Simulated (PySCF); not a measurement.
# A diatomic session: LiCa−

The task here is to estimate one member of a computed series from the others.

The runs use PySCF 2.14.0; Li aug-pcseg-1, Ca aug-pcseg-1, no relativity.

4 further runs of the same task are left out: 4 set aside as unsound or not needed.

The first run:

Settings of the job:

```yaml
atoms: Li, Ca
charge: -1
basis: Li aug-pcseg-1, Ca aug-pcseg-1
Hamiltonian: no relativity
basis_functions: 46
electrons_treated: 24
masses_in_u: 7.0160, 39.9626
levels: PBE0, PBE, r²SCAN, PW91, B3LYP, B97-3, LC-ωPBE, MP2, SCS-MP2, CCSD, CCSD(T)
grid: 80 radial by 434 angular points
occupations: held fixed by the projection of orbital angular momentum
dissociation_limit: Li− + Ca, each in its ground configuration
starting_distance_in_angstrom: 2.975
values_of_2S_to_try: 0, 2
```

Launch:

```
$ OMP_NUM_THREADS=1 python dia.py task.json out
```

Among the steps run: Set-up; First curve: PBE0; PBE; r²SCAN (meta-GGA); PW91; B3LYP; B97-3; LC-ωPBE; Adding correlation.

One table of the session follows, with a row left open; its other results are not shown here.

It belongs to the step «The curves together». Energy (eV) from each level's lowest point:

| R (Å) | RHF-MP2 | RHF-SCS-MP2 | RHF-CCSD | RHF-CCSD(T) | PBE |
| --- | --- | --- | --- | --- | --- |
| 3.197 | 0.141 | 0.148 | n/a | n/a | 0.090 |
| 3.345 | 0.071 | 0.077 | 0.064 | 0.056 | 0.036 |
| 3.494 | 0.029 | 0.033 | 0.024 | 0.019 | 0.008 |
| 3.606 | 0.011 | 0.014 | 0.008 | 0.005 | 0.000 |
| 3.717 | ? | ? | ? | ? | ? |
| 3.829 | 0.000 | 0.000 | 0.000 | 0.001 | 0.006 |
| 3.977 | 0.006 | 0.004 | 0.007 | 0.011 | 0.021 |
| 4.163 | 0.021 | 0.017 | 0.024 | 0.032 | 0.048 |
| 4.386 | 0.048 | 0.042 | 0.052 | 0.064 | 0.086 |
| 4.683 | 0.090 | 0.080 | n/a | n/a | 0.141 |

Q: Estimate the row for R (Å) = 3.717 from the others.

Worked estimate for «RHF-MP2». A straight line through the neighbours (3.606, 0.011) and (3.829, 0.000) gives 0.011 + (0.000 − 0.011) × (3.717 − 3.606) / (3.829 − 3.606) = 0.006; a parabola fitted to 4 rows on both sides gives 0.002.

The run gave: RHF-MP2: 0.002; RHF-SCS-MP2: 0.003; RHF-CCSD: 0.001; RHF-CCSD(T): 0.000; PBE: 0.000. In «RHF-MP2» the line misses by +0.004 and the parabola by 0.000.
